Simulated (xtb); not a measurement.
# GFN2-xTB run of C2H7FGe (SMILES FC[CH2][GeH3])

Wanted: a structure relaxation of C2H7FGe. 

Program for the calculation: xtb 6.7.1.

1 further run of the same task is left out (set aside as unsound or not needed).

**1. The system as given**

C2H7FGe: 11 atoms, total charge 0, spin state singlet. SMILES: `FC[CH2][GeH3]`. Geometry: a rough force-field guess. This is one conformer, not always the lowest. The run starts from this shape.

Bond lengths: F1–C2 1.340 Å, C2–C3 1.509 Å, C3–Ge4 1.880 Å, C2–H5 1.125 Å, C2–H6 1.124 Å, C3–H7 1.129 Å, C3–H8 1.175 Å, Ge4–H9 1.632 Å, Ge4–H10 1.524 Å, Ge4–H11 1.531 Å. Some angles: F1–C2–C3 107.7°, C2–C3–Ge4 113.7°, F1–C2–H5 111.8°, F1–C2–H6 108.8°, C3–C2–H5 109.3°, C3–C2–H6 111.1°, C2–C3–H7 110.2°, C2–C3–H8 108.2°, Ge4–C3–H7 111.6°, Ge4–C3–H8 108.1°.

**2. A structure relaxation at GFN2-xTB**

The input, coord:

```
$coord
     -2.102887231484      2.602341846222      1.781822762910  f
      0.176689392653      2.563035542830      0.678222706128  c
      1.130812112976     -0.122454252876      0.758914011650  c
     -0.761748600837     -2.369905532893     -1.239849310367  ge
      0.085604593446      3.214613110601     -1.343406301996  h
      1.472852541533      3.868269377109      1.738737007268  h
      1.267817257011     -0.794440862793      2.779787129325  h
      3.223494823387     -0.137950007098      0.019275206471  h
     -3.625628542707     -2.365748135419     -0.095809114519  h
     -0.926154773679     -1.466238500097     -3.968613834327  h
      0.182925488864     -5.099425947303     -1.070151904376  h
$end
```

Command:

```bash
$ xtb coord --chrg 0 --opt tight > out.txt 2> xtb.err
```

Q: Predict the results. Wanted: total energy at the end; dipole moment; HOMO energy; LUMO energy; HOMO–LUMO gap; dispersion energy; mean polarisability.

Computed results:

At GFN2-xTB:

```
                      quantity          value
       total energy at the end   -14.49511 Eh
                 dipole moment         2.40 D
                   HOMO energy      -11.52 eV
                   LUMO energy       -3.20 eV
                 HOMO–LUMO gap        8.31 eV
             dispersion energy  -13.81 kJ/mol
mean polarisability (D4 model)     58.7 bohr³
```

At the final geometry: Bond lengths: F1–C2 1.383 Å, C2–C3 1.514 Å, C3–Ge4 1.981 Å, C2–H5 1.094 Å, C2–H6 1.094 Å, C3–H7 1.090 Å, C3–H8 1.089 Å, Ge4–H9 1.487 Å, Ge4–H10 1.493 Å, Ge4–H11 1.497 Å. Some angles: F1–C2–C3 108.6°, C2–C3–Ge4 108.4°, F1–C2–H5 105.9°, F1–C2–H6 106.7°, C3–C2–H5 111.5°, C3–C2–H6 113.6°, C2–C3–H7 110.2°, C2–C3–H8 109.5°, Ge4–C3–H7 109.3°, Ge4–C3–H8 111.9°. The optimisation took 19 steps and changed the energy by -0.446 eV.
